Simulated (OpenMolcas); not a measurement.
**Nb³⁺ among point charges: CASSCF levels and susceptibility**

How does a field of 6 point charges split the states of Nb³⁺, and what χT follows?

Program: OpenMolcas 26.06. Level of theory: state-averaged CASSCF, spin-orbit coupling by RASSI with atomic mean-field integrals. These are calculated values, not measurements, unless marked.

1 further run of the same task is left out (it didn't finish).

## (1) What is computed

```
Species                           : Nb³⁺ (niobium, Z = 41, 38 electrons)
Basis                             : ANO-RCC-VDZP [6s5p3d1f], 43 functions
Scalar Hamiltonian                : DKH2, point nucleus
Inactive shells                   : 1s 2s 2p 3s 3p 3d 4s 4p
Active space                      : 2 electrons in 5 orbitals (4d)
Some configurations of this space : 4d²
Orbitals                          : optimised for each spin and parity, averaged over all roots
```

Outer shells as boxes (Hund's rule):

4d2
```
4d [↑ ][↑ ][  ][  ][  ]
```

The ion sits among 6 point charges of -1.7 e arranged as a trigonal antiprism (D3d), 1.95 Å from the ion, with a polar angle of 50.4° against the regular 54.74°. The active orbitals were held to one l.

The work runs as a chain of OpenMolcas steps in one folder; each step below is one input file. Labels, J, g values, rates, χT and fits are worked out afterwards by a script from the matrices that RASSI stores. The input lists half of the charges; inversion (Group=XYZ) makes the rest.

## (2) Basis and integrals

Contents of a.inp:

```
&GATEWAY
Coord
1

Nb 0.0 0.0 0.0
Basis=ANO-RCC-VDZP
Group=XYZ
NoMove
AngMom=0.0 0.0 0.0
AMFI
XField
3 Angstrom 0
0.000000 1.501562 1.244110 -1.700000
1.300391 -0.750781 1.244110 -1.700000
1.300391 0.750781 -1.244110 -1.700000
&SEWARD
```

The run is started by

```bash
OMP_NUM_THREADS=1 MOLCAS_MEM=1689 MOLCAS_PROJECT=a pymolcas a.inp > a.log
```

## (3) CASSCF: triplets of even parity, 10 roots

Contents of a.inp:

```
&RASSCF
FileOrb=start.orb
Symmetry=1
Spin=3
nActEl=2 0 0
Inactive=9 9
Ras2=5 0
CIRoot=10 10 1
SDav=10
CIMx=300
Iter=120 100
PrWF=0.3
OrbListing=Nothing
MaxOrb=0
SupSym
1
15 4 5 6 7 8 10 11 12 13 14 17 18 19 20 21
0
>>> COPY $Project.JobIph JOB001
```

start.orb holds the contracted functions of the basis, ordered by shell, or the orbitals of the step before.

## (4) CASSCF: singlets of even parity, 15 roots

Contents of a.inp:

```
&RASSCF
FileOrb=start.orb
Symmetry=1
Spin=1
nActEl=2 0 0
Inactive=9 9
Ras2=5 0
CIRoot=15 15 1
SDav=15
CIMx=300
Iter=120 100
PrWF=0.3
OrbListing=Nothing
MaxOrb=0
SupSym
1
15 4 5 6 7 8 10 11 12 13 14 17 18 19 20 21
0
>>> COPY $Project.JobIph JOB002
```

## (5) RASSI: spin-orbit coupling between the states

Contents of a.inp:

```
&RASSI
NrOfJobIphs=2 10 15
1 2 3 4 5 6 7 8 9 10
1 2 3 4 5 6 7 8 9 10 11 12 13 14 15
IphNames
JOB001
JOB002
EJob
SpinOrbit
DIPRint=1.0
SOCoupling=1000.0
Subsets=2
Property=9
'ANGMOM' 1 'ANGMOM' 2 'ANGMOM' 3 'MLTPL  1' 1 'MLTPL  1' 2 'MLTPL  1' 3
'AMFI' 1 'AMFI' 2 'AMFI' 3
SOProperty=3
'ANGMOM' 1 'ANGMOM' 2 'ANGMOM' 3
```

**Question.** What will these runs give? Wanted: spin-free ground state; first state of the same spin within the active space; lowest level; next level.

As calculated:

| quantity | value |
| --- | --- |
| method | CASSCF |
| spin-free ground state | 3A2, 1-fold in its orbital part |
| first state of the same spin within the active space | 3E at 4480 cm⁻¹ |
| lowest level | 1-fold A1 |
| next level | 33.1 cm⁻¹ |
| χT at 300 K | 0.88 cm³ K/mol |
| effective moment at 300 K | 2.65 μB |

**Reading.** The spin-free ground state (3A2) comes to 74 % from free-ion F terms and keeps the highest spin of the shell. χT at 300 K is 0.88, against 1.00 cm³ K/mol for the spin alone, so spin-orbit coupling lowers it. The field of point charges can differ much from that of real complexes. Point charges carry no covalency, so the field is a model and not that of real ligands.
